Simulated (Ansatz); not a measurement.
# CH6FGeIn: small, medium and large basis sets

Aim: see how fast density functionals converge with the basis set for CH6FGeIn.

Computed with Ansatz 0.2.0, Gaussian basis. Level: one geometry, several basis sets.

Plan: PBE0-D4/def2-SVP; ωB97M-V/def2-SVP; PBE0-D4/def2-QZVPP; ωB97M-V/def2-QZVPP; the functionals' def2-TZVPP values are taken from earlier runs.

### Step 1. The geometry

All runs share one geometry, relaxed beforehand with PBE0-D4 in a triple-zeta def2 set. In takes the def2 core potential; no spin-orbit term is included.

10 atoms, charge 0, spin multiplicity 1.

Atoms are counted from 1 here; the program's logs count them from 0.

Bond lengths: C1–In2 2.139 Å, C1–H5 1.090 Å, C1–H6 1.092 Å, C1–H7 1.090 Å, In2–F3 1.974 Å, In2–Ge4 2.591 Å, Ge4–H8 1.535 Å, Ge4–H9 1.540 Å, Ge4–H10 1.539 Å. Angles: In2–C1–H5 108.5°, In2–C1–H6 109.0°, In2–C1–H7 111.6°, H5–C1–H6 108.8°, H5–C1–H7 110.1°, H6–C1–H7 108.9°, C1–In2–F3 108.7°, C1–In2–Ge4 141.3°, F3–In2–Ge4 110.1°, In2–Ge4–H8 111.4°, In2–Ge4–H9 110.0°, In2–Ge4–H10 110.3°, H8–Ge4–H9 108.8°, H8–Ge4–H10 108.8°, H9–Ge4–H10 107.5°.

### Step 2. PBE0-D4 in def2-SVP

Input file in.yaml:

```yaml
crystal:
  periodic: [false, false, false]
  atoms:
    - {symbol: C, position_ang: [0.258700, 2.011985, -0.940823]}
    - {symbol: In, position_ang: [0.554378, 0.055417, -0.128793]}
    - {symbol: F, position_ang: [2.472376, -0.394383, -0.246734]}
    - {symbol: Ge, position_ang: [-0.751953, -1.898180, 0.963317]}
    - {symbol: H, position_ang: [0.997586, 2.175816, -1.725358]}
    - {symbol: H, position_ang: [0.414510, 2.750669, -0.152212]}
    - {symbol: H, position_ang: [-0.747002, 2.131938, -1.342508]}
    - {symbol: H, position_ang: [0.162734, -3.099474, 1.237874]}
    - {symbol: H, position_ang: [-1.375551, -1.435801, 2.292820]}
    - {symbol: H, position_ang: [-1.902580, -2.349287, 0.045419]}
basis:
  gaussian: {orbitals: def2-SVP}
hamiltonian: {xc: pbe0, dispersion: d4}
output: {orbitals: {seedname: orbitals}}
```

Further steps of the session: ωB97M-V in def2-SVP; PBE0-D4 in def2-QZVPP; ωB97M-V in def2-QZVPP.

Q: Predict the results of all the runs planned. Wanted: PBE0-D4: double and triple zeta above quadruple; ωB97M-V: double and triple zeta above quadruple.

As calculated:

| quantity | value |
| --- | --- |
| PBE0-D4: double and triple zeta above quadruple | 13.62, 1.50 eV |
| ωB97M-V: double and triple zeta above quadruple | 13.75, 1.47 eV |

In words: For PBE0-D4 the step from double to triple zeta gains 12.11 eV and the next only 1.50 eV. These are total energies; as a rule much of such shifts cancels in differences, which this series doesn't test.
